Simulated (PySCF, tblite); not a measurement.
**C6H11N3: geometry, infrared bands and NMR shifts**

What infrared bands and NMR shifts should C6H11N3 (`CC(C)(C)n1nccn1`) show?

Programs: tblite 0.8.0 and PySCF 2.14.0, with density-fitted response routines of our own. Each step states its level of theory. These are calculated values for one molecule in the gas phase, unless marked as measured. Atoms count from 0, in the outputs and in this text.

## Step 1: The starting structure

20 atoms, charge 0, multiplicity 1; geometry from: force field or distance geometry start.

Bonds of the start (Å): C0–C1 1.51, C1–C2 1.51, C1–C3 1.53, C1–N4 1.46, N4–N5 1.33, N5–C6 1.35, C6–C7 1.40, C7–N8 1.37, N8–N4 1.35, C0–H9 1.11, C0–H10 1.10, C0–H11 1.10, C2–H12 1.14, C2–H13 1.11, C2–H14 1.13, C3–H15 1.07, C3–H16 1.10, C3–H17 1.13, C6–H18 1.09, C7–H19 1.08.

## Step 2: Geometry optimisation with GFN2-xTB

Job settings and geometry (Å):

```
{"job": {"kind": "relax", "xc": "GFN2-xTB", "basis": "xTB"}, "charge": 0, "multiplicity": 1}
C     -1.259800     0.895800    -1.107900
C     -0.711500    -0.058900    -0.068600
C     -1.451900     0.234700     1.220100
C     -0.974200    -1.491200    -0.526100
N      0.730400     0.089800     0.075900
N      1.443100     1.144900    -0.292300
C      2.737200     0.899500    -0.012000
C      2.826200    -0.374900     0.557900
N      1.544200    -0.852900     0.584700
H     -2.084800     0.388000    -1.652200
H     -1.709500     1.729700    -0.542500
H     -0.472600     1.290900    -1.771000
H     -2.565000     0.202100     0.984700
H     -1.208000    -0.484500     2.024300
H     -1.273000     1.281300     1.604100
H     -1.152500    -1.513400    -1.584700
H     -1.748800    -1.962900     0.094200
H     -0.011400    -2.060000    -0.332400
H      3.612300     1.529300    -0.155800
H      3.724600    -0.876800     0.896400
```

Launch:

```
$ OMP_NUM_THREADS=1 python probes_run.py task.json out
```

This one command runs all jobs of the session in turn.

**Question.** This job is followed by: GFN2-xTB harmonic vibrations, gas phase; GIAO PBE0/pcSseg-1 NMR shielding, non-relativistic, gas phase. Predict these results of the whole session: strongest single infrared mode (GFN2-xTB); zero-point energy (GFN2-xTB); ¹³C shifts against TMS (PBE0/pcSseg-1, means over atoms taken as alike); ¹H shifts against TMS (PBE0/pcSseg-1, means over atoms taken as alike); ¹⁵N shifts against NH3 (PBE0/pcSseg-1, means over atoms taken as alike); surface potential, 1st and 99th percentile.

As calculated:

| quantity | value |
| --- | --- |
| strongest single infrared mode (GFN2-xTB) | 3055 cm⁻¹, 72 km/mol |
| zero-point energy (GFN2-xTB) | 105.8 kcal/mol |
| ¹³C shifts against TMS (PBE0/pcSseg-1, means over atoms taken as alike) | 137.7, 59.8, 31.4 ppm |
| ¹H shifts against TMS (PBE0/pcSseg-1, means over atoms taken as alike) | 7.65, 1.71 ppm |
| ¹⁵N shifts against NH3 (PBE0/pcSseg-1, means over atoms taken as alike) | 356.2, 297.1 ppm |
| surface potential, 1st and 99th percentile | -1.36 V and 0.96 V |

In words: The optimisation took 81 steps and gained 0.820 eV; among the close pairs (by a distance rule), C2–H12 changed most, from 1.138 to 1.087 Å. The lowest mode is slightly imaginary (7i cm⁻¹), a soft motion within the noise of the Hessian, so the minimum is not strictly shown. The strongest single mode, at 3055 cm⁻¹, moves mainly H16 and H9. Unscaled tight-binding wavenumbers are off by several per cent, some by more. Its intensities can rank the bands wrongly. H18, H19 (mean) (hydrogen on an aromatic CH next to a ring nitrogen) lies farthest downfield among hydrogen, at 7.65 ppm; aromatic region. At PBE0/pcSseg-1: The widest tensor belongs to N5, N8: span 520 ppm, with a paramagnetic part of -413 ppm. NICS(1)zz of -34 ppm above the planar ring from N4 marks a diatropic (aromatic) ring current.
